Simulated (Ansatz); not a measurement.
# CH₆AlFGeO: up Jacob's ladder to CCSD(T)

Aim: compute CH₆AlFGeO with functionals from several rungs and with coupled cluster, and see how far each lands from CCSD(T) at the basis-set limit for the atomisation energy.

Method: functionals in def2-TZVPP, the program's frozen cores in correlated methods; program: Ansatz 0.2.0, Gaussian basis.

Plan: PBE-D4, r2SCAN-D4, PBE0-D4, B3LYP-D4, ωB97X-V, ωB97M-V, B2PLYP; CCSD(T)/def2-TZVPP; MP2/def2-QZVPP; extrapolation to the limit.

## 1. The relaxed structure

All runs share one geometry, relaxed beforehand with PBE0-D4 in a triple-zeta def2 set.

11 atoms, charge 0, spin multiplicity 1.

Atoms are counted from 1 here; the program's logs count them from 0.

Bond lengths: O1–Ge2 1.895 Å, O1–Al4 1.922 Å, O1–H6 0.959 Å, Ge2–C3 1.907 Å, Ge2–H7 1.537 Å, Ge2–H8 1.536 Å, C3–Al4 2.020 Å, C3–H9 1.090 Å, C3–H10 1.091 Å, Al4–F5 1.671 Å, Al4–H11 1.584 Å. Angles: Ge2–O1–Al4 94.7°, Ge2–O1–H6 124.5°, Al4–O1–H6 128.6°, O1–Ge2–C3 88.6°, O1–Ge2–H7 104.5°, O1–Ge2–H8 103.6°, C3–Ge2–H7 120.4°, C3–Ge2–H8 121.5°, H7–Ge2–H8 111.4°, Ge2–C3–Al4 91.3°, Ge2–C3–H9 112.4°, Ge2–C3–H10 112.2°, Al4–C3–H9 116.4°, Al4–C3–H10 113.7°, H9–C3–H10 109.8°, O1–Al4–C3 84.7°, O1–Al4–F5 103.3°, O1–Al4–H11 110.5° and more.

## 2. PBE-D4 (GGA)

in.yaml reads:

```yaml
crystal:
  periodic: [false, false, false]
  atoms:
    - {symbol: O, position_ang: [-1.140946, -0.690476, 0.307818]}
    - {symbol: Ge, position_ang: [0.600055, -0.650953, 1.054140]}
    - {symbol: C, position_ang: [1.155889, 0.428207, -0.416822]}
    - {symbol: Al, position_ang: [-0.742850, 0.565497, -1.091048]}
    - {symbol: F, position_ang: [-1.517868, 1.958019, -0.589568]}
    - {symbol: H, position_ang: [-1.948096, -0.782930, 0.817511]}
    - {symbol: H, position_ang: [0.408708, -0.029286, 2.446175]}
    - {symbol: H, position_ang: [0.985559, -2.134365, 1.151369]}
    - {symbol: H, position_ang: [1.864274, -0.086580, -1.066134]}
    - {symbol: H, position_ang: [1.577087, 1.380876, -0.093651]}
    - {symbol: H, position_ang: [-1.176414, -0.015010, -2.499290]}
basis:
  gaussian: {orbitals: def2-TZVPP}
hamiltonian: {xc: pbe, dispersion: d4}
output: {forces: true, orbitals: {seedname: orbitals}}
```

On the command line:

```console
$ ansatz run in.yaml --threads 4 --pin off --events-out ev --progress --plain --max-ram 10444MiB
```

Further steps of the session: r2SCAN-D4 (meta-GGA); PBE0-D4 (hybrid); B3LYP-D4 (hybrid); ωB97X-V (range-separated); ωB97M-V (range-separated); B2PLYP (double hybrid); CCSD(T) in def2-TZVPP; MP2 in def2-QZVPP.

**Question.** What will the summary of the whole plan be? Wanted: atomisation energy, CCSD(T)/CBS; farthest; mean size of error, hybrid; mean size of error, range-separated; gap, smallest and largest; T1 diagnostic; triples share of the correlation energy.

**Answer**, as computed:

```
                               quantity                                 value
        atomisation energy, CCSD(T)/CBS                         3867.9 kJ/mol
 functionals within 38.7 kJ/mol (1.0 %)   PBE-D4, r2SCAN-D4, ωB97X-V, ωB97M-V
                               farthest                 B2PLYP (-77.7 kJ/mol)
             mean size of error, hybrid                           66.6 kJ/mol
    mean size of error, range-separated                           22.6 kJ/mol
              gap, smallest and largest  4.56 eV (PBE-D4), 10.93 eV (ωB97X-V)
                          T1 diagnostic                                0.0116
triples share of the correlation energy                                 3.3 %
```

In words: PBE-D4 misses by -18.7 kJ/mol. Double hybrids carry the basis error of their MP2 part in triple zeta, and no dispersion term here, so their miss is partly the set-up's. Misses under about 38.7 kJ/mol are within the doubt on the reference itself, which lacks core-valence correlation, relativity and higher excitations, and its outer-core shells are covered unevenly. Hartree-Fock recovers 73 % of the binding; the rest is correlation. Orbital gaps span 4.6 to 10.9 eV; exact exchange widens them. Correlated methods include outer-core shells of Ge, which these sets cover unevenly.
